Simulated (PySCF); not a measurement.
# InH2Cl (SMILES [H][In]([H])[Cl]): FCI/STO-3G

What is the vertical singlet–triplet gap of InH2Cl at FCI/STO-3G? 

Program for the calculation: PySCF 2.14.0.

3 further runs of the same task are left out: 3 set aside as unsound or not needed.

## Step 1: Starting point

The species is InH2Cl (4 atoms), meant as a singlet with charge 0. As SMILES, `[H][In]([H])[Cl]`. Geometry: a GFN2-xTB relaxation, a rough one for these elements and not checked as a minimum.

Bond lengths: In1–Cl4 2.278 Å, In1–H2 1.713 Å, In1–H3 1.713 Å. Angles: H2–In1–Cl4 120.3°, H3–In1–Cl4 120.3°, H2–In1–H3 119.4°.

## Step 2: A single-point energy at FCI/STO-3G

input.xyz reads:

```xyz
4

In     0.070210     0.117850    -0.000370
H      1.783010     0.101380     0.011370
H     -0.755080     1.618480    -0.019870
Cl    -1.098140    -1.837720     0.008870
```

calc.py reads:

```python
from pyscf import gto, scf, mcscf
from pyscf import fci

mol = gto.Mole()
mol.atom = 'input.xyz'
mol.max_memory = 1860
mol.verbose = 3
mol.basis = 'sto-3g'
mol.build()

calc0 = scf.RHF(mol)
calc0.conv_tol = 1e-10
calc0.kernel()
if not calc0.converged:
    calc0 = calc0.newton().run(calc0.mo_coeff, calc0.mo_occ)

cas = mcscf.CASCI(calc0, calc0.mo_coeff.shape[-1] - 23, (mol.nelec[0] - 23, mol.nelec[1] - 23))  # full CI above the frozen core
cas.fcisolver = fci.direct_spin0.FCI(mol)  # even spin states alone
cas.kernel()
print('<S^2> = %.4f' % cas.fcisolver.spin_square(cas.ci, cas.ncas, cas.nelecas)[0])
e_final = cas.e_tot
print('Final energy', e_final)
```

Command:

```sh
$ OMP_NUM_THREADS=1 python calc.py
```

Standard output:

```text
converged SCF energy = -6138.69151321238
CASCI E = -6138.73762015194  E(CI) = -104.657803096333  S^2 = 0.0000000
<S^2> = 0.0000
Final energy -6138.737620151944
```

Run time: 25 s. Hardware: 1 thread of Intel Xeon Platinum 8488C (Sapphire Rapids), shared host; peak memory 0.53 GiB.

## Step 3: The triplet

job.py reads:

```python
from pyscf import gto, scf, mcscf

molecule = gto.M(
    atom=[
    ('In', (0.070210, 0.117850, -0.000370)),
    ('H', (1.783010, 0.101380, 0.011370)),
    ('H', (-0.755080, 1.618480, -0.019870)),
    ('Cl', (-1.098140, -1.837720, 0.008870)),
],
    spin=2,
    verbose=3,
    max_memory=1860,
    basis='sto-3g',
)

myscf = scf.ROHF(molecule)
myscf.conv_tol = 1e-10
myscf.kernel()
if not myscf.converged:
    myscf = myscf.newton().run(myscf.mo_coeff, myscf.mo_occ)

cas = mcscf.CASCI(myscf, myscf.mo_coeff.shape[-1] - 23, (molecule.nelec[0] - 23, molecule.nelec[1] - 23))  # full CI above the frozen core
cas.fix_spin_(ss=2.0)
cas.kernel()
e_final = cas.e_tot
print('Final energy', e_final)
```

Command:

```sh
$ OMP_NUM_THREADS=1 python job.py
```

Standard output:

```text
converged SCF energy = -6138.45748883801
CASCI E = -6138.52628633741  E(CI) = -104.433875820120  S^2 = 2.0000000
Final energy -6138.526286337406
```

It took 42 s on 1 thread of Intel Xeon Platinum 8488C (Sapphire Rapids), shared host; peak memory 0.42 GiB.

## Step 4: What came out

At FCI/STO-3G, 23 core orbitals frozen:

| quantity | value |
| --- | --- |
| singlet: total energy | -6138.73762 Eh |
| singlet: dipole moment (Hartree–Fock density) | 2.76 D |
| singlet: HOMO energy (Hartree–Fock orbitals) | -8.72 eV |
| singlet: LUMO energy (Hartree–Fock orbitals) | 5.14 eV |
| singlet: HOMO–LUMO gap (Hartree–Fock orbitals) | 13.87 eV |
| singlet: correlation energy (23 core orbitals frozen) | -46.1 mEh |
| triplet: total energy | -6138.52629 Eh |
| triplet: dipole moment (Hartree–Fock density) | 3.76 D |
| triplet: correlation energy (23 core orbitals frozen) | -68.8 mEh |
| vertical energy of the triplet above the singlet | 5.751 eV |

**Reading.** At this shape the triplet lies 5.75 eV (133 kcal/mol) above the singlet. In a minimal basis such a difference can be off by several eV, whatever the method. Relativity is left out (singlet) although the molecule holds a heavy atom. Mulliken charges (triplet) of the mean-field density run from -0.43 on Cl4 to +0.46 on In1; they depend strongly on the basis. Relativity is left out (triplet) although the molecule holds a heavy atom.
